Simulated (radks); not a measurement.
**As³⁺ in [Ar] 3d10 4s2: an all-electron calculation**

An exercise on one series of results from a longer session: the logs are not shown, and one member is left open.

Method: scalar-relativistic Kohn-Sham, MS2 meta-GGA, spin-polarised, spherical densities, finite nucleus. Code: radks (a radial shooting solver on a logarithmic mesh, Libxc functionals) version 1.

## What is computed

- element: arsenic (Z = 33)
- charge: +3
- electrons: 30
- configuration: [Ar] 3d10 4s2
- nuclear rms radius: 4.0968 fm

Outer shells as boxes (Hund's rule):

As³⁺
```
[Ar] core
3d [↑↓][↑↓][↑↓][↑↓][↑↓]
4s [↑↓]
```

The first run:

Settings of this run:

```text
Z 33
configuration [Ar] 3d10 4s2
relativity scalar-relativistic
functional ms2,regtpss
spin polarised
nucleus finite rms 4.0968 fm
c 137.035999084
```

The run is started by

```console
$ python run_ks.py task.json out
```

All runs below come from this command, one after another.

One of the session's tables, all rows but one given; the rest of the session is left out.

It belongs to the step «Shells». From the orbitals of this run (lengths in bohr):

| level | <r> | outermost maximum (interpolated) | 90 % within | nodes |
| --- | --- | --- | --- | --- |
| 1s | 0.04547 | 0.0297 | 0.0813 | 0 |
| 2s | 0.2023 | 0.170 | 0.313 | 1 |
| 2p | 0.1772 | 0.136 | 0.289 | 0 |
| 3s | 0.5961 | 0.521 | 0.888 | 2 |
| 3p | 0.6158 | 0.522 | 0.942 | 1 |
| 3d | 0.6725 | 0.479 | 1.12 | 0 |
| 4s | ? | ? | ? | ? |

**Question.** Estimate the row for 4s.

**Answer.** <r>: 1.746; outermost maximum (interpolated): 1.53; 90 % within: 2.55; nodes: 3. In the column «<r>» it is the highest.
